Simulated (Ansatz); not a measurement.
## C3H9GaN2, SMILES CC#[N+][GaH2-][CH2]N: a comparison of dispersion corrections, step by step

With Ansatz 0.2.0 through its Python package.

Typed at the interpreter:
```pycon
>>> import ansatz
>>> BASIS_SET = "def2-SVP"
>>> GEOMETRY = """
... C     3.30290    0.13140   -0.39470
... C     1.95100   -0.20600    0.05040
... N     0.88160   -0.47270    0.40210
... Ga   -0.84680   -0.89990    0.96680
... C    -2.17360   -0.13990   -0.32690
... N    -1.91950    1.28090   -0.52510
... H     3.77480   -0.76170   -0.85340
... H     3.25240    0.94870   -1.14320
... H     3.90640    0.46320    0.47510
... H    -1.01240   -2.50020    1.02650
... H    -1.10480   -0.27210    2.42660
... H    -3.20240   -0.29810    0.06390
... H    -2.06290   -0.67770   -1.29230
... H    -2.59720    1.62700   -1.24220
... H    -2.14940    1.77720    0.36630
... """
>>> molecule = ansatz.Crystal.molecule()
>>> for line in GEOMETRY.strip().splitlines():
...     symbol, *xyz = line.split()
...     molecule = molecule.atom(symbol, [float(v) for v in xyz])
...
>>> job = molecule.calculation().basis(gaussian=BASIS_SET)
>>> for name in ["blyp", "pbe0"]:
...     for correction in ("d3bj", "d4"):
...         data = job.functional(name, dispersion=correction).run(threads=1).report
...         print(f"{name:8s} {correction:5s} total {data['free_energy_ev']:.5f} eV, of which dispersion {1000 * data['dispersion']['energy']['ev']:.2f} meV")
...
blyp     d3bj  total -58602.51577 eV, of which dispersion -607.90 meV
blyp     d4    total -58602.56849 eV, of which dispersion -660.62 meV
pbe0     d3bj  total -58588.93083 eV, of which dispersion -252.54 meV
pbe0     d4    total -58588.93866 eV, of which dispersion -260.37 meV
```

Notes:
- Total energies depend on the basis set; only differences at equal settings carry meaning.
- The geometry is a force-field or estimated start, not a minimum of this method, and the basis set is short of its limit. D4 holds the three-body term, and d3bj doesn't.
- It ran for 27 s on 1 thread of Arm Neoverse V2, on a shared host, peak memory 0.41 GiB.
